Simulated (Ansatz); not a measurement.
## C2H10Ge2OSe, SMILES CO[CH2][GeH2][Se][GeH3]: a single point in a Gaussian basis, step by step

Program: Ansatz's Python interface.

Run as a notebook:

**Cell 1**
```python
from dataclasses import dataclass

import ansatz as az
from ase import Atoms
import numpy as np
```

**Cell 2**
```python
@dataclass
class Settings:
    basis_set: str = "def2-SVP"
    functional: str = "pbe0"
    vdw: str = "d3bj"


opts = Settings()
```

**Cell 3**
```python
atoms = Atoms(["C", "O", "C", "Ge", "Se", "Ge", "H", "H", "H", "H", "H", "H", "H", "H", "H", "H"], positions=[
    (-1.8344, 1.6099, 0.2904),
    (-0.8482, 0.6038, 0.3237),
    (-1.2108, -0.4318, -0.5606),
    (0.1784, -1.7922, -0.54),
    (2.1599, -0.9337, -1.4858),
    (2.695, 0.1834, 0.5193),
    (-1.5424, 2.4137, 0.9969),
    (-2.8231, 1.2173, 0.6174),
    (-1.9115, 2.0645, -0.7224),
    (-2.1614, -0.9135, -0.2408),
    (-1.302, -0.0581, -1.6051),
    (-0.2962, -3.0014, -1.3852),
    (0.4347, -2.26, 0.9153),
    (2.5487, -0.7893, 1.7172),
    (4.1588, 0.6878, 0.4471),
    (1.7547, 1.3997, 0.7126),
])
molecule = az.Crystal.molecule_from_ase(atoms)
```

**Cell 4**
```python
base = (
    molecule.calculation()
    .basis(gaussian=opts.basis_set)
    .functional(opts.functional, dispersion=opts.vdw)
    .accuracy("high")  # preset for grids and thresholds
    .scf(lower_state_search="light")
    .forces()
)
trace = []
res = base.session().plan().execute(on_event=trace.append)
r = res.report
```

**Cell 5**
```python
r["free_energy_ev"]
```
Output:
```text
-182618.98443206603
```

**Cell 6**
```python
r["reference_energy_ev"]
```
Output:
```text
-182618.59279377424
```

**Cell 7**
```python
for event in trace:
    if event["event"] == "mean_field_evaluation" and event["data"]["evaluation"] <= 25:
        print("pass {evaluation:3d}  E = {energy_ev:.6f} eV  gradient {gradient_ev:.1e}".format(**event["data"]))

for key in ("converged", "free_energy_ev", "reference_energy_ev", "n_frozen", "n_occupied", "n_virtual"):
    print(f"{key:22s} {r[key]}")
```
Output:
```text
pass   1  E = -182614.261883 eV  gradient 4.4e+01
pass   2  E = -182612.580589 eV  gradient 5.2e+01
pass   3  E = -182618.224288 eV  gradient 6.8e+00
pass   4  E = -182618.297734 eV  gradient 2.8e+00
pass   5  E = -182618.310911 eV  gradient 4.3e-01
pass   6  E = -182618.311409 eV  gradient 4.3e-01
pass   7  E = -182618.590362 eV  gradient 9.4e-01
pass   8  E = -182618.592614 eV  gradient 2.4e-01
pass   9  E = -182618.592676 eV  gradient 2.0e-01
pass  10  E = -182618.592779 eV  gradient 3.4e-02
pass  11  E = -182618.592788 eV  gradient 3.5e-02
pass  12  E = -182618.592790 eV  gradient 8.5e-03
pass  13  E = -182618.592790 eV  gradient 1.5e-03
pass  14  E = -182618.592790 eV  gradient 5.1e-04
pass  15  E = -182618.592790 eV  gradient 5.3e-04
pass  16  E = -182618.592790 eV  gradient 1.2e-04
pass  17  E = -182618.592790 eV  gradient 3.2e-05
pass  18  E = -182618.592790 eV  gradient 1.0e-05
pass  19  E = -182618.592790 eV  gradient 1.0e-05
pass  20  E = -182618.592790 eV  gradient 2.1e-06
pass  21  E = -182618.592790 eV  gradient 6.8e-07
pass  22  E = -182618.592790 eV  gradient 1.9e-07
pass  23  E = -182618.592790 eV  gradient 1.9e-07
pass  24  E = -182618.592790 eV  gradient 3.8e-08
pass  25  E = -182618.592790 eV  gradient 3.8e-08
converged              True
free_energy_ev         -182618.98443206603
reference_energy_ev    -182618.59279377424
n_frozen               0
n_occupied             [64, 64]
n_virtual              [124, 124]
```

**Cell 8**
```python
symbols = [site.symbol for site in molecule.cartesian_sites]
print("forces (eV/A)")
for symbol, f in zip(symbols, r["forces_ev_ang"]):
    print(f"  {symbol:2s} {f[0]:9.4f} {f[1]:9.4f} {f[2]:9.4f}")
```
Output:
```text
forces (eV/A)
  C     0.4118    0.2816    0.4201
  O    -0.7427    0.0414   -0.4323
  C     0.2312    0.2266    0.2337
  Ge    0.0664   -0.5217    0.0707
  Se    0.0153   -0.0957    0.0890
  Ge    0.0667    0.4208    0.3183
  H     0.0017   -0.2687   -0.1701
  H     0.1331    0.0837   -0.2150
  H    -0.1376   -0.1603    0.1740
  H    -0.0135    0.1228   -0.2158
  H    -0.1977   -0.0872    0.1805
  H     0.1066    0.1352   -0.0070
  H     0.0364    0.0714   -0.1520
  H     0.0004    0.0804   -0.1696
  H    -0.1412   -0.1373   -0.1086
  H     0.1630   -0.1927   -0.0158
```

**Cell 9**
```python
charges = r["charge_distribution"]
dipole = np.array(charges["dipole_moment_e_ang"]) * 4.803205
print("dipole (D): {:.3f} {:.3f} {:.3f}, length {:.3f}".format(*dipole, np.linalg.norm(dipole)))
print("atom  Mulliken   Lowdin")
for symbol, m, l in zip(symbols, charges["mulliken_charges_e"], charges["lowdin_charges_e"]):
    print(f"{symbol:4s} {m:9.3f} {l:8.3f}")
```
Output:
```text
dipole (D): -2.337 0.711 0.469, length 2.487
atom  Mulliken   Lowdin
C        0.107    0.067
O       -0.411    0.020
C       -0.010   -0.032
Ge       0.347   -0.013
Se      -0.334    0.156
Ge       0.282    0.047
H        0.055   -0.009
H        0.031   -0.018
H        0.034   -0.017
H        0.049    0.001
H        0.056    0.003
H       -0.040   -0.040
H       -0.044   -0.036
H       -0.049   -0.042
H       -0.043   -0.047
H       -0.030   -0.044
```

The settings weren't tested for convergence. The geometry is a force-field or estimated start, not a minimum of this method, and the basis set is short of its limit. The Löwdin charges here are taken after orthogonalising the functions within each atom; they differ from plain Löwdin charges, and their signs can be unphysical. Total less reference energy is the dispersion correction. Early passes use coarser integrals and grids, so their energies can't be compared with the last. It ran for 98 s on 1 thread of AMD EPYC 7R43 64-Core Processor (Zen 3), on a shared host, peak memory 1.4 GiB.

(Lines on the test bed's own set-up are left out of the output.)
